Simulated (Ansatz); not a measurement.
# TbBOs: the cost of one run

Method: DFT PBE, scalar-relativistic, plane waves, PAW; 4f electrons in the core of a trivalent norm-conserving potential, in Ansatz 0.2.0.

### 1 The structure to begin with

The structure is tetragonal, space group P4/mmm (No. 123). The conventional cell has a = 3.982 Å, b = 3.982 Å, c = 2.279 Å, α = 90.00°, β = 90.00°, γ = 90.00°. Tb (site symmetry 4/mmm) has 2 B at 1.14 Å as nearest neighbours. B (site symmetry 4/mmm) has 2 Tb at 1.14 Å as nearest neighbours. Around Os (site symmetry 4/mmm) lie 2 Os at 2.28 Å.

As a file:

```
CELL_PARAMETERS angstrom
3.98175 0.00000 0.00000
0.00000 3.98175 0.00000
0.00000 0.00000 2.27863
ATOMIC_POSITIONS crystal
Tb 0.50000 0.50000 0.00000
B 0.50000 0.50000 0.50000
Os 0.00000 0.00000 0.50000
```

Recipe of the guess: random cell by space group and Wyckoff sites (P4/mmm, No. 123). Lengths come from tabulated atomic sizes and are only a guess.

### 2 The guess as it stands, on a coarse mesh

Contents of input.yaml:

```yaml
crystal:
  lattice:
    - [3.98175058, 0.0, 0.0]
    - [0.0, 3.98175058, 0.0]
    - [0.0, 0.0, 2.27862885]
  atoms:
    - { symbol: Tb, position: [0.5, 0.5, 0.0] }
    - { symbol: B, position: [0.5, 0.5, 0.5] }
    - { symbol: Os, position: [0.0, 0.0, 0.5] }
basis:
  ecutwfc: 690
kpoints:
  mp_grid: { grid: [4, 4, 8] }
hamiltonian:
  xc: pbe
  pseudopotentials:
    kind: paw
    azcp: { Tb: "pseudopotentials/pbe/nc/lanthanide_3plus/Tb.nc.azcp" }
scf:
  occupations: { method: gaussian, width: 0.1 }
  lower_state_search: "off"
output:
  forces: true
  stress: true
  eigenvalues: true
```

Command:

```sh
$ ansatz run input.yaml --threads 1 --pin off --max-ram 2560MiB --backend cpu --events-out ev --progress --plain --runs-dir out
```

**Question.** How long does this run take on 1 thread of Arm Neoverse V1, shared host, and how much memory does it need?

About 3.8 s, with a peak of 0.32 GiB.
